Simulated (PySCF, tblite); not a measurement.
# C2H9FGeN2: geometry, infrared bands and NMR shifts

What infrared bands and NMR shifts should C2H9FGeN2 (`CC[NH][Ge@H]([NH2])[F]`) show?

Programs: tblite 0.8.0 and PySCF 2.14.0, with density-fitted response routines of our own. Each step states its level of theory. These are calculated values for one molecule in the gas phase, unless marked as measured. Atoms are numbered from 0 throughout.

## (1) The molecule as given

15 atoms, charge 0, multiplicity 1; geometry from: force field or distance geometry start.

Bonds of the start (Å): C0–C1 1.49, C1–N2 1.47, N2–Ge3 1.87, Ge3–N4 1.87, Ge3–F5 1.73, C0–H6 1.12, C0–H7 1.12, C0–H8 1.12, C1–H9 1.12, C1–H10 1.11, N2–H11 1.02, Ge3–H12 1.55, N4–H13 1.06, N4–H14 1.05.

## (2) Relaxing the molecule with GFN2-xTB

What the job is given:

```
{"job": {"kind": "relax", "xc": "GFN2-xTB", "basis": "xTB"}, "charge": 0, "multiplicity": 1}
C     -2.450700    -0.607500    -0.020200
C     -1.175100    -0.017400    -0.516600
N     -0.055900    -0.221800     0.407700
Ge     1.395200     0.597800    -0.438800
N      2.991300     0.288900     0.478000
F      1.034900     2.278300    -0.656900
H     -2.976100     0.164800     0.589600
H     -3.068000    -0.908500    -0.901400
H     -2.302800    -1.543700     0.582200
H     -1.238500     1.096400    -0.629900
H     -0.891200    -0.492900    -1.473700
H      0.174700    -1.197500     0.602000
H      1.477700    -0.074100    -1.837100
H      3.475800    -0.486600    -0.054400
H      3.604400     1.131700     0.341900
```

The run is started by

```console
$ OMP_NUM_THREADS=1 python probes_run.py task.json out
```

This one command runs all jobs of the session in turn.

**Question.** This job is followed by: GFN2-xTB harmonic vibrations, gas phase; GIAO PBE0/pcSseg-1 NMR shielding, non-relativistic, gas phase. Predict these results of the whole session: strongest single infrared mode (GFN2-xTB); zero-point energy (GFN2-xTB); 13C shifts against TMS (PBE0/pcSseg-1); 1H shifts against TMS (PBE0/pcSseg-1, means over atoms taken as alike); 15N shifts against NH3 (PBE0/pcSseg-1); 73Ge shifts against GeMe4 (PBE0/pcSseg-1); 19F shifts against CFCl3 (PBE0/pcSseg-1).

The runs gave:

```
                                                              quantity                                   value
                             strongest single infrared mode (GFN2-xTB)                   1910 cm⁻¹, 328 km/mol
                                          zero-point energy (GFN2-xTB)                           71.5 kcal/mol
                                13C shifts against TMS (PBE0/pcSseg-1)                          42.8, 25.1 ppm
1H shifts against TMS (PBE0/pcSseg-1, means over atoms taken as alike)  5.69, 3.21, 2.93, 1.34, 1.25, 0.40 ppm
                                15N shifts against NH3 (PBE0/pcSseg-1)                          70.5, 14.8 ppm
                             73Ge shifts against GeMe4 (PBE0/pcSseg-1)                                  47 ppm
                              19F shifts against CFCl3 (PBE0/pcSseg-1)                              -167.7 ppm
```

In words: Relaxing lowered the energy by 0.840 eV in 166 steps; the close pair that moved most is N2–Ge3, from 1.869 to 1.795 Å. All 39 modes are real, so the xTB geometry is a minimum. The strongest single mode, at 1910 cm⁻¹, moves mainly H12. Unscaled tight-binding wavenumbers are off by several per cent, some by more. Its intensities can rank the bands wrongly. The most deshielded carbon is C1 (sp3 CH2 bonded to N), at 42.8 ppm: pulled downfield by the heteroatom. At PBE0/pcSseg-1: Shielding is most anisotropic at Ge3 (span 135 ppm, paramagnetic term -1472 ppm). Spin-orbit coupling is left out, which matters for shieldings and couplings at and beside the heavy atoms.
